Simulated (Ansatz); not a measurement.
# HPbNO4 (P2_1/m) in Ansatz: band structure with RPBE

Aim: the band structure of HPbNO4 with RPBE.

Program: Ansatz 0.2.0. These are calculated values, not measurements. Logs are shortened: lines on timing, memory, paths and dates and some standing lists are left out, and cuts for length are marked.

## (1) The crystal as given

It takes space group P2_1/m (No. 11, monoclinic). Conventional cell: a = 6.859 Å, b = 4.229 Å, c = 8.026 Å, α = 90.00°, β = 114.99°, γ = 90.00°. H (site symmetry m) has 1 O at 0.99 Å as nearest neighbours. Pb (site symmetry m) is surrounded by 5 O at 2.47 to 2.74 Å. N (site symmetry m) is surrounded by 3 O at 1.24 to 1.28 Å. O (site symmetry m) has 1 H at 0.99 Å as nearest neighbours. O (site symmetry m) has 1 N at 1.24 Å as nearest neighbours. O (site symmetry m) has 1 N at 1.27 Å as nearest neighbours. O (site symmetry m) has 1 N at 1.28 Å as nearest neighbours.

The cell was built by a generator and needn't be a form met in nature.

## (2) Band structure, RPBE

input.yaml reads:

```yaml
crystal:
  lattice:
    - [6.85876, 0.0, -0.01491]
    - [0.0, 4.22865, 0.0]
    - [-3.37519, 0.0, 7.28194]
  atoms:
    - { symbol: H, position: [0.22549, 0.75, 0.5073] }
    - { symbol: H, position: [0.77451, 0.25, 0.4927] }
    - { symbol: Pb, position: [0.30229, 0.25, 0.28494] }
    - { symbol: Pb, position: [0.69771, 0.75, 0.71506] }
    - { symbol: "N", position: [0.21484, 0.75, 0.83567] }
    - { symbol: "N", position: [0.78516, 0.25, 0.16433] }
    - { symbol: O, position: [0.33078, 0.75, 0.45338] }
    - { symbol: O, position: [0.40909, 0.75, 0.86901] }
    - { symbol: O, position: [0.15508, 0.75, 0.96537] }
    - { symbol: O, position: [0.07083, 0.75, 0.66955] }
    - { symbol: O, position: [0.66922, 0.25, 0.54661] }
    - { symbol: O, position: [0.59091, 0.25, 0.13099] }
    - { symbol: O, position: [0.84492, 0.25, 0.03463] }
    - { symbol: O, position: [0.92917, 0.25, 0.33045] }
hamiltonian:
  xc: rpbe
  pseudopotentials: { kind: paw }
kpoints:
  mp_grid: { grid: [5, 6, 4] }
  band_path:
    path:
      - [[0.0, 0.0, 0.0], [0.0, 0.0, 0.5], [-0.3888953152, 0.0, 0.692271713], [-0.5, 0.0, 0.5], [-0.5, 0.5, 0.5], [-0.6111046848, 0.5, 0.307728287], [-0.5, 0.5, 0.0], [-0.5, 0.0, 0.0], [-0.6111046848, 0.0, 0.307728287]]
      - [[-0.3888953152, 0.5, 0.692271713], [0.0, 0.5, 0.5], [0.0, 0.5, 0.0]]
      - [[0.0, 0.0, 0.5], [0.0, 0.5, 0.5]]
    npoints: 10
scf:
  occupations: { method: fermi_dirac, width: 0.05 }
  n_extra_bands: 35
output:
  forces: true
  stress: true
  eigenvalues: true
  fatbands: false
```

Potentials or basis: Ansatz PAW.

Command:

```sh
$ ansatz run input.yaml --threads 8 --pin off --max-ram 20480MiB --backend cpu --events-out ev --progress --plain --runs-dir out
```

Output:

```text
Warning: the atoms were moved onto the symmetric positions of the space group found under crystal.symmetry.tolerance 1.0e-5 (fractional; no operation is sought that the atoms, as they stand in a round, miss by more than twice it, and no atom is moved by as much as it), and the run uses the moved positions. Before a round's move an operation carried an atom to 6.88e-5 Å from where it should land, the largest such distance. Atom 6 (counting from 0) moved farthest, by 4.01e-5 Å; the longest move in fractions of the cell, of whichever atom, is 0.49 of the tolerance, in 1 round. To run the atoms as typed, lower crystal.symmetry.tolerance until the operations that they miss are no longer found, or set crystal.symmetry.detect: false (a key that needs symmetry detection or time reversal refuses this as the deck is read). The positions used, in the order of the run's atom list: position: [0.22549, 0.75, 0.5073]; position: [0.77451, 0.25, 0.49269999999999997]; position: [0.30229, 0.25, 0.28493999999999997]; position: [0.69771, 0.75, 0.7150599999999999]; position: [0.21484, 0.75, 0.83567]; position: [0.78516, 0.25, 0.16432999999999995]; position: [0.33078, 0.75, 0.4533849999999999]; position: [0.40909, 0.75, 0.86901]; position: [0.15508, 0.75, 0.96537]; position: [0.07083, 0.75, 0.66955]; position: [0.66922, 0.25, 0.546615]; position: [0.59091, 0.25, 0.13099]; position: [0.84492, 0.25, 0.03462999999999999]; position: [0.92917, 0.25, 0.33044999999999997];
Warning: RAYON_NUM_THREADS=8 ignored (pool sized by the plan → 8); use --threads N
scf.n_extra_bands = 35 over 44 filled bands (N_el = 88.0): the run solves 79 bands
Engine: ansatz 0.2.0, x86_64-unknown-linux-gnu
Pseudopotentials: kind: paw
Pseudopotential: H, paw, valence charge 1, recommended cutoff 420 eV (normal), H.paw.azcp
Pseudopotential: Pb, paw, valence charge 14, recommended cutoff 420 eV (normal), Pb.paw.azcp
Pseudopotential: N, paw, valence charge 5, recommended cutoff 420 eV (normal), N.paw.azcp
Pseudopotential: O, paw, valence charge 6, recommended cutoff 420 eV (normal), O.paw.azcp
Functional definition: RPBE
  parameter kappa = 0.804
  parameter beta = 0.06672455060314922
  exchange = rpbe_x(kappa = kappa, mu = beta*pi^2/3)
  correlation = pbe_c(beta = beta)
Crystal: 14 atoms, lattice volume = 210.987 Å³
Basis set: ecut = 420 eV, 4123 PW (Γ), exchange–correlation on 96×60×108 points (8 copies of the dense FFT grid, shifted against one another)
Bands: 79, of which v1, the nominal top of the filled ones, is band 44 counted from 1 (43 counted from 0)
Symmetry: 4 space group operations
Space group: P21/m (ITA 11), of the structure as read, at distance tolerance 6.0e-5 Å
k-points: 44 of 120
Non-local potential: H, projectors of the file, l = 0: 2, l = 1: 1
Non-local potential: Pb, projectors of the file, l = 0: 2, l = 1: 2, l = 2: 2, l = 3: 2
Non-local potential: N, projectors of the file, l = 0: 2, l = 1: 2, l = 2: 1
Non-local potential: O, projectors of the file, l = 0: 2, l = 1: 2, l = 2: 1
PAW form: soft (Blöchl's): semilocal exchange-correlation on the pseudo side does not see the compensation charge
PAW frozen core: Pb, regenerated for the run's functional, and the local potential with it (the file was generated under x = pbe(κ = 0.804, μ = 0.2195149727645171), c = pbe(β = 0.06672455060314922))
PAW frozen core: N, regenerated for the run's functional, and the local potential with it (the file was generated under x = pbe(κ = 0.804, μ = 0.2195149727645171), c = pbe(β = 0.06672455060314922))
PAW frozen core: O, regenerated for the run's functional, and the local potential with it (the file was generated under x = pbe(κ = 0.804, μ = 0.2195149727645171), c = pbe(β = 0.06672455060314922))
PAW one-centre angular grid: H, 110 points (default); XC on 64 Gauss nodes
PAW one-centre angular grid: Pb, 590 points (default); XC on 64 Gauss nodes
PAW one-centre angular grid: N, 110 points (default); XC on 64 Gauss nodes
PAW one-centre angular grid: O, 110 points (default); XC on 64 Gauss nodes
Initial density: superposition of atomic densities (neutral atoms: chi_scale 0, normalization atom), corrected by the library's trained network
Initial wavefunctions: pseudopotential atomic-orbital guess
Functional: x = rpbe, c = pbe(β = 0.06672455060314922)
SCF iter   1: F=—  HF=-29191.686346 eV  |F-HF|=—  |Δ(HF+E_count)|=         —  Δρ=5.08e-3  dr2=6.72e-2  ethr=1.77e-3  ⟨swp⟩=6.1  Hψ=16424  notcnv=0  defer=843
preconditioner: auto → Resta (q_TF=auto, 2.358 Å⁻¹)  ε∞=2.3  [insulator: Δε(μ)=3.290 eV  Ē_g=20.905 eV  σ=0.050 eV  W_gap=1.00  n_scr=48 (ndim 8)  ℏωp=24.0 eV  f_vac=0.199  D(μ)=0.00/eV (n_scr^D=0)  ε∞_Penn≈2.3]
SCF iter   2: F=—  HF=-29191.672797 eV  |F-HF|=—  |Δ(HF+E_count)|=   1.35e-2  Δρ=3.03e-3  dr2=1.32e-2  ethr=7.63e-5  ⟨swp⟩=2.2  Hψ=5221  notcnv=0  defer=1234
SCF iter   3: F=—  HF=-29191.671057 eV  |F-HF|=—  |Δ(HF+E_count)|=   1.74e-3  Δρ=1.20e-3  dr2=4.36e-3  ethr=1.50e-5  ⟨swp⟩=2.0  Hψ=4045  notcnv=0  defer=1234
SCF iter   4: F=—  HF=-29191.670327 eV  |F-HF|=—  |Δ(HF+E_count)|=   7.29e-4  Δρ=4.33e-4  dr2=3.75e-4  ethr=4.95e-6  ⟨swp⟩=2.8  Hψ=4126  notcnv=0  defer=1234
SCF iter   5: F=—  HF=-29191.670298 eV  |F-HF|=—  |Δ(HF+E_count)|=   2.98e-5  Δρ=3.62e-4  dr2=2.87e-4  ethr=4.27e-7  ⟨swp⟩=2.0  Hψ=4028  notcnv=0  defer=1234
SCF iter   6: F=—  HF=-29191.670247 eV  |F-HF|=—  |Δ(HF+E_count)|=   5.09e-5  Δρ=7.96e-5  dr2=8.29e-6  ethr=3.26e-7  ⟨swp⟩=2.0  Hψ=3993  notcnv=0  defer=1234
SCF iter   7: F=—  HF=-29191.670277 eV  |F-HF|=—  |Δ(HF+E_count)|=   2.98e-5  Δρ=3.72e-5  dr2=2.89e-6  ethr=9.43e-9  ⟨swp⟩=2.0  Hψ=4178  notcnv=0  defer=1234
SCF iter   8: F=—  HF=-29191.670276 eV  |F-HF|=—  |Δ(HF+E_count)|=   7.54e-7  Δρ=1.16e-5  dr2=2.60e-7  ethr=3.28e-9  ⟨swp⟩=2.0  Hψ=4178  notcnv=0  defer=1234
SCF iter   9: F=-29191.670276 eV  HF=-29191.670276 eV  |F-HF|=4.45e-8  |Δ(HF+E_count)|=   5.22e-8  Δρ=6.11e-6  dr2=7.08e-8  ethr=1.14e-10  ⟨swp⟩=16.6  Hψ=25295  notcnv=0
SCF 1 converged in 9 iterations: F = -29191.670276 eV  dr2 = 7.08e-8
NSCF: frozen V_eff on 113 k-points
SCF converged after 9 iterations
Free energy (F): -29191.670276 eV
Harris-Foulkes:  -29191.670276 eV  (|F-HF|=4.45e-8)
Internal energy: -29191.670276 eV  (E = F + TS)
E sigma→0 (E₀):  -29191.670276 eV
Fermi energy:    4.413000 eV
--- Per-component energies (eV) ---
  E_band       = -604.409533
  E_kinetic    = 2260.309509
  E_local      = -7331.616994  (includes V_loc(G=0)·N_el)
  E_nonlocal   = 1171.092558
  E_hartree    = 2728.097133
  E_xc         = -1168.813325
  E_vxc        = -1185.695171  (∫ρ·V_xc dr)
  E_paw        = -22366.411957  (= ΣΔE_a)
  E_vpaw       = -974.713671  (= ΣTr[D̂ρ^β])
  E_aug_tail   = 0.017061  (compensation charges beyond the density's cutoff)
  E_ewald      = -4484.296619
  E_core_change = -0.047640  (= ΣΔE_core)
  E_smearing   = -0.000000  (= −TS)
  E_closure    = -0.000000  (closes the sum)
  Σ components = -29191.670276   (vs F -29191.670276, Δ=0.00e0)
--- Forces (eV/Å), atoms counted from 1 ---
  atom   1  H      0.12101796    -0.00000000    -0.06229085
  atom   2  H     -0.12101796     0.00000000     0.06229085
  atom   3  Pb    -0.00429041    -0.00000000    -0.06116523
  atom   4  Pb     0.00429041     0.00000000     0.06116523
  atom   5  N     -0.01510280    -0.00000000    -0.02306730
  atom   6  N      0.01510280     0.00000000     0.02306730
  atom   7  O     -0.15409461     0.00000000     0.04423950
  atom   8  O      0.26675977     0.00000000     0.06680738
  atom   9  O     -0.17868821     0.00000000     0.21424905
  atom  10  O     -0.08025775    -0.00000000    -0.25622297
  atom  11  O      0.15409461    -0.00000000    -0.04423950
  atom  12  O     -0.26675977    -0.00000000    -0.06680738
  atom  13  O      0.17868821    -0.00000000    -0.21424905
  atom  14  O      0.08025775     0.00000000     0.25622297
  max |Σ_I F_I| component: 5.55e-17 eV/Å
--- Stress (GPa, compression-positive) ---
        2.899442       0.000000       0.071576
        0.000000       1.808919       0.000000
        0.071572       0.000000       2.871877
  P = ⅓ Tr σ = 2.5267 GPa (25.267 kbar)
--- Band table (eV; the first three rows and the last of 44) ---
  k-point 0: bands = ["-22.7613", "-22.7238", "-17.4509", "-17.3680", "-17.1013", "-17.0455", "-15.2528", "-15.0741", "-12.5045", "-12.4862", "-12.4808", "-12.4703", "-12.4591", "-12.4568", "-12.4440", "-12.4410", "-12.3980", "-12.2015", "-7.0532", "-6.5599", "-4.7632", "-4.7578", "-4.7537", "-4.5955", "-4.4550", "-4.2837", "-3.6151", "-3.1118", "-1.7372", "-0.8085", "-0.0973", "0.2976", "0.5218", "0.6804", "1.0080", "1.0777", "1.1359", "1.1472", "1.3748", "1.3845", "1.5413", "2.4922", "2.5113", "2.7546", "6.1241", "6.7631", "7.1553", "7.1802", "8.5569", "8.9700", "9.1671", "9.2064", "10.0445", "10.1583", "11.8311", "12.5805", "12.6454", "13.1647", "14.0412", "14.6826", "14.7671", "15.1658", "15.4564", "15.5334", "15.7651", "16.2222", "16.3431", "16.3740", "16.7874", "16.9878", "17.1134", "17.5030", "17.5801", "18.1516", "18.2584", "18.5947", "19.1357", "19.3862", "19.4940"]
  k-point 1: bands = ["-22.7598", "-22.7253", "-17.4490", "-17.3694", "-17.0941", "-17.0546", "-15.2508", "-15.0733", "-12.5046", "-12.4859", "-12.4807", "-12.4698", "-12.4608", "-12.4549", "-12.4434", "-12.4408", "-12.3990", "-12.2028", "-7.0452", "-6.5980", "-4.9003", "-4.7545", "-4.6045", "-4.5613", "-4.4401", "-4.3084", "-3.5336", "-3.1386", "-1.7761", "-0.9136", "-0.0560", "0.2730", "0.4031", "0.7273", "0.9802", "1.1190", "1.2152", "1.3031", "1.3743", "1.3861", "1.4747", "2.4590", "2.5583", "2.6978", "6.1502", "6.7089", "7.1211", "7.1790", "8.2719", "8.8597", "9.2914", "9.7706", "9.9408", "10.4595", "11.6289", "12.2401", "12.8250", "13.0650", "13.8976", "14.3073", "14.4698", "15.0325", "15.5221", "15.7807", "16.1505", "16.1809", "16.4156", "16.4201", "16.9597", "16.9909", "17.2683", "17.5913", "18.0061", "18.2403", "18.4248", "18.5096", "18.9773", "19.1544", "19.4959"]
  k-point 2: bands = ["-22.7580", "-22.7270", "-17.4470", "-17.3709", "-17.0775", "-17.0732", "-15.2488", "-15.0725", "-12.5047", "-12.4857", "-12.4806", "-12.4693", "-12.4618", "-12.4537", "-12.4428", "-12.4404", "-12.4000", "-12.2042", "-7.0349", "-6.6380", "-4.9454", "-4.7444", "-4.6146", "-4.4763", "-4.3962", "-4.3551", "-3.3868", "-3.2274", "-1.8109", "-1.0240", "0.0334", "0.2494", "0.2800", "0.7526", "0.9577", "1.2387", "1.2875", "1.3023", "1.3250", "1.4027", "1.5175", "2.4167", "2.6180", "2.6217", "6.1852", "6.6467", "7.1031", "7.1438", "8.1815", "8.7325", "9.4891", "9.7635", "10.3063", "10.7839", "11.6479", "11.6627", "12.6758", "13.0015", "13.9196", "14.1699", "14.2259", "14.8442", "15.5584", "16.1566", "16.2264", "16.4039", "16.4740", "16.4846", "16.9947", "17.0724", "17.0856", "17.7076", "18.2074", "18.3192", "18.3865", "18.7440", "18.8842", "19.0195", "19.3168"]
  k-point 43: bands = ["-22.7369", "-22.7369", "-17.4100", "-17.4100", "-17.0696", "-17.0696", "-15.1498", "-15.1498", "-12.4813", "-12.4813", "-12.4718", "-12.4718", "-12.4477", "-12.4477", "-12.4033", "-12.4033", "-12.2621", "-12.2621", "-6.7549", "-6.7549", "-4.9119", "-4.9119", "-4.6235", "-4.6235", "-4.3210", "-4.3210", "-3.5011", "-3.5011", "-2.2684", "-2.2684", "0.3507", "0.3507", "0.6566", "0.6566", "0.9708", "0.9708", "1.1723", "1.1723", "1.4877", "1.4877", "2.1862", "2.1862", "2.6753", "2.6753", "6.3179", "6.3179", "7.4123", "7.4123", "8.4665", "8.4665", "9.2765", "9.2765", "11.3530", "11.3530", "11.7814", "11.7814", "13.2099", "13.2099", "13.6531", "13.6531", "14.8807", "14.8807", "15.4810", "15.4810", "16.0797", "16.0797", "16.3967", "16.3967", "17.1727", "17.1727", "17.7971", "17.7971", "18.0815", "18.0815", "18.2453", "18.2453", "19.3120", "19.3120", "19.7181"]
```

Wall time 8.8 s (8 threads of INTEL XEON PLATINUM 8581C at 2.10GHz (Emerald Rapids), shared host); peak memory 1.5 GiB.

Results:

```
Free energy             : -29191.6703 eV
Pressure                : 2.5 GPa
Largest force           : 0.279 eV/Å
Band gap on the k mesh  : 3.16 eV, indirect (least direct gap 3.36 eV)
Band gap along the path : 3.14 eV, indirect (least direct gap 3.35 eV)
```

Forces in eV/Å, atoms in the order of the input:
```
H    0.121  0.000 -0.062
H   -0.121  0.000  0.062
Pb  -0.004  0.000 -0.061
Pb   0.004  0.000  0.061
N   -0.015  0.000 -0.023
N    0.015  0.000  0.023
O   -0.154  0.000  0.044
O    0.267  0.000  0.067
O   -0.179  0.000  0.214
O   -0.080  0.000 -0.256
O    0.154  0.000 -0.044
O   -0.267  0.000 -0.067
O    0.179  0.000 -0.214
O    0.080  0.000  0.256
```

Stress tensor (GPa, compression positive):
```
2.90 0.00 0.07
0.00 1.81 0.00
0.07 0.00 2.87
```

Levels at the corners of the path, in eV from the valence-band top:
```tsv
point	band 42	band 43	band 44	band 45	band 46	band 47
Γ	-0.33	-0.31	-0.07	3.30	3.94	4.33
Y	-0.40	-0.20	-0.20	3.36	3.83	4.28
H	-0.58	-0.28	-0.12	3.55	3.71	4.14
C	-0.66	-0.28	0.00	3.49	3.77	3.94
E	-0.65	-0.14	-0.14	3.53	3.53	4.68
M1	-0.66	-0.13	-0.13	3.49	3.49	4.59
A	-0.64	-0.11	-0.11	3.49	3.49	4.40
X	-0.45	-0.32	-0.28	3.64	3.66	4.36
H1	-0.58	-0.28	-0.12	3.55	3.71	4.14
M	-0.66	-0.13	-0.13	3.49	3.49	4.59
D	-0.67	-0.25	-0.25	3.33	3.33	4.91
Z	-0.62	-0.26	-0.26	3.37	3.37	4.80
Y	-0.40	-0.20	-0.20	3.36	3.83	4.28
D	-0.67	-0.25	-0.25	3.33	3.33	4.91
```

Caveat: the pressure holds a Pulay correction of +0.5 GPa for the finite cutoff; spin-orbit coupling is left out, which as a rule narrows the gap of such compounds by several tenths of an eV; the PAW data sets come from PBE, with cores solved anew for the run's functional, which leaves a small shift of forces and pressure.
